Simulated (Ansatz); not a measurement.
Crystal: HfB.

```
CELL_PARAMETERS angstrom
0.00000 2.31000 2.31000
2.31000 0.00000 2.31000
2.31000 2.31000 0.00000
ATOMIC_POSITIONS crystal
Hf 0.50000 0.50000 0.50000
B 0.00000 0.00000 0.00000
```

| Item | Value |
| --- | --- |
| Program | Ansatz 0.2.0 |
| Task | relaxation of cell and atoms |
| Functional | revPBE |
| Dispersion | D3(BJ) |
| Potentials or basis | Ansatz PAW |
| Cutoff | 420 eV (not typed: the program's choice for these potentials) |
| k mesh | 10 × 10 × 10 |
| Occupations | fermi-dirac, width 0.05 eV |
| Spin | no spin polarisation |

At the start: volume 12.33 Å³/atom.

Q: How do energy, volume and symmetry change on relaxing?

A: It ends after 7 steps and the volume is 13.68 Å³/atom (+11.0 %); space group Fm-3m (No. 225, to 0.05 Å).

The path:
```tsv
step	energy change (eV)	largest force (eV/Å)	volume (Å³)
1	0.0000	0.0000	24.65
2	-0.1492	0.0000	28.42
3	-0.1708	0.0000	27.50
4	-0.1713	0.0000	27.35
5	-0.1739	0.0000	27.35
6	-0.1739	0.0000	27.36
7	-0.1740	0.0000	27.36
```

Final structure:
```xyz
2
Lattice="0.0000 2.3918 2.3918 2.3918 0.0000 2.3918 2.3918 2.3918 0.0000" Properties=species:S:1:pos:R:3 pbc="T T T"
Hf    2.3918    2.3918    2.3918
B     0.0000    0.0000    0.0000
```

Caveat: the plane-wave basis is chosen anew once the cell has moved, so the energies of steps on either side of that aren't comparable; the volume moved by +11 % from the deposited cell, more than functionals usually miss; pairwise dispersion overbinds metals, which lowers pressure and volume; the PAW data sets come from PBE, with cores solved anew for the run's functional, which leaves a small shift of forces and pressure.
